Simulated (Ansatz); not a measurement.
**CH7FSi2: up Jacob's ladder to CCSD(T)**

Aim: compute CH7FSi2 with functionals from several rungs and with coupled cluster. The yardstick is the atomisation energy at the CCSD(T) limit.

Program: Ansatz 0.2.0, Gaussian basis. Level of theory: functionals in def2-TZVPP, the program's frozen cores in correlated methods. These are calculated values, not measurements.

Levels to be run: LDA (SPW92), PBE-D4, revPBE-D4, BLYP-D4, r2SCAN-D4, B97M-V, PBE0-D4, B3LYP-D4, r2SCANh-D4, r2SCAN0-D4, HSE06-D4, BHLYP-D4, CAM-B3LYP-D4, LC-ωPBE, ωB97X-V, ωB97M-V, B2PLYP, PBE-QIDH; CCSD(T)/def2-SVP; CCSD(T)/def2-TZVPP; MP2/def2-QZVPP; extrapolation to the limit; RPA on PBE.

## Step 1: The relaxed structure

All runs share one geometry, relaxed beforehand with PBE0-D4 in a triple-zeta def2 set.

SMILES `C[SiH](F)[SiH3]`, 11 atoms, charge 0, spin multiplicity 1.

Atoms are counted from 1 here; the program's logs count them from 0.

Bond lengths: C1–Si2 1.860 Å, C1–H5 1.092 Å, C1–H6 1.094 Å, C1–H7 1.093 Å, Si2–F3 1.611 Å, Si2–Si4 2.346 Å, Si2–H8 1.489 Å, Si4–H9 1.488 Å, Si4–H10 1.487 Å, Si4–H11 1.490 Å. Angles: Si2–C1–H5 111.3°, Si2–C1–H6 110.0°, Si2–C1–H7 110.6°, H5–C1–H6 108.1°, H5–C1–H7 108.4°, H6–C1–H7 108.1°, C1–Si2–F3 108.7°, C1–Si2–Si4 112.5°, C1–Si2–H8 110.1°, F3–Si2–Si4 108.4°, F3–Si2–H8 106.8°, Si4–Si2–H8 110.2°, Si2–Si4–H9 110.7°, Si2–Si4–H10 111.3°, Si2–Si4–H11 108.9°, H9–Si4–H10 108.9°, H9–Si4–H11 108.4°, H10–Si4–H11 108.6°.

## Step 2: LDA

This LDA is Slater exchange with PW92 correlation.

in.yaml

```yaml
crystal:
  periodic: [false, false, false]
  atoms:
    - {symbol: C, position_ang: [-0.832088, 1.448663, -0.434663]}
    - {symbol: Si, position_ang: [0.633698, 0.304544, -0.463141]}
    - {symbol: F, position_ang: [1.902417, 1.075643, 0.161306]}
    - {symbol: Si, position_ang: [0.268625, -1.650351, 0.781297]}
    - {symbol: H, position_ang: [-1.097925, 1.728651, 0.586994]}
    - {symbol: H, position_ang: [-1.697977, 0.959996, -0.890221]}
    - {symbol: H, position_ang: [-0.620321, 2.360299, -0.998720]}
    - {symbol: H, position_ang: [0.988229, -0.037897, -1.868436]}
    - {symbol: H, position_ang: [-0.062904, -1.319952, 2.194257]}
    - {symbol: H, position_ang: [1.464223, -2.534543, 0.761148]}
    - {symbol: H, position_ang: [-0.880577, -2.392054, 0.190779]}
basis:
  gaussian: {orbitals: def2-TZVPP}
hamiltonian: {xc: lda}
output: {orbitals: {seedname: orbitals}}
```

Started as:

```bash
> ansatz run in.yaml --threads 4 --pin off --events-out ev --progress --plain --max-ram 10444MiB
```

Further steps of the session: PBE-D4 (GGA); revPBE-D4 (GGA); BLYP-D4 (GGA); r2SCAN-D4 (meta-GGA); B97M-V (meta-GGA); B3LYP-D4 (hybrid); r2SCANh-D4 (hybrid); r2SCAN0-D4 (hybrid); HSE06-D4 (hybrid); BHLYP-D4 (hybrid); CAM-B3LYP-D4 (range-separated); LC-ωPBE (range-separated); ωB97X-V (range-separated); ωB97M-V (range-separated); B2PLYP (double hybrid); PBE-QIDH (double hybrid); CCSD(T) in def2-SVP; CCSD(T) in def2-TZVPP; MP2 in def2-QZVPP; RPA on PBE orbitals.

**Question.** What will the summary of the whole plan be? Wanted: atomisation energy, CCSD(T)/CBS; farthest beyond LDA; mean size of error, GGA; mean size of error, meta-GGA; mean size of error, hybrid; mean size of error, range-separated; mean size of error, double hybrid; gap, smallest and largest; T1 diagnostic.

The runs gave:

| quantity | value |
| --- | --- |
| atomisation energy, CCSD(T)/CBS | 3759.4 kJ/mol |
| functionals within 18.8 kJ/mol (0.5 %) | PBE-D4, r2SCAN-D4, B97M-V, B3LYP-D4, CAM-B3LYP-D4, ωB97X-V, ωB97M-V |
| farthest beyond LDA | revPBE-D4 (-81.0 kJ/mol) |
| mean size of error, GGA | 47.5 kJ/mol |
| mean size of error, meta-GGA | 7.4 kJ/mol |
| mean size of error, hybrid | 38.5 kJ/mol |
| mean size of error, range-separated | 16.3 kJ/mol |
| mean size of error, double hybrid | 51.3 kJ/mol |
| gap, smallest and largest | 5.66 eV (LDA (SPW92)), 12.67 eV (LC-ωPBE) |
| T1 diagnostic | 0.0118 |
| triples share of the correlation energy | 3.1 % |

What this shows: LDA overbinds by 406.1 kJ/mol (11 %). PBE-D4 misses by -16.1 kJ/mol. Double hybrids carry the basis error of their MP2 part in triple zeta, and no dispersion term here, so their miss is partly the set-up's. The rungs meta-GGA, range-separated miss on average by less than the doubt on the reference (18.8 kJ/mol), so they tie. The reference freezes the cores and leaves out relativity and excitations past (T), so misses under about 18.8 kJ/mol can't be ranked. Hartree-Fock recovers 77 % of the binding; the rest is correlation. CCSD(T) in def2-SVP is off by -243.2 kJ/mol, which most functionals beat. Orbital gaps span 5.7 to 12.7 eV; exact exchange widens them.
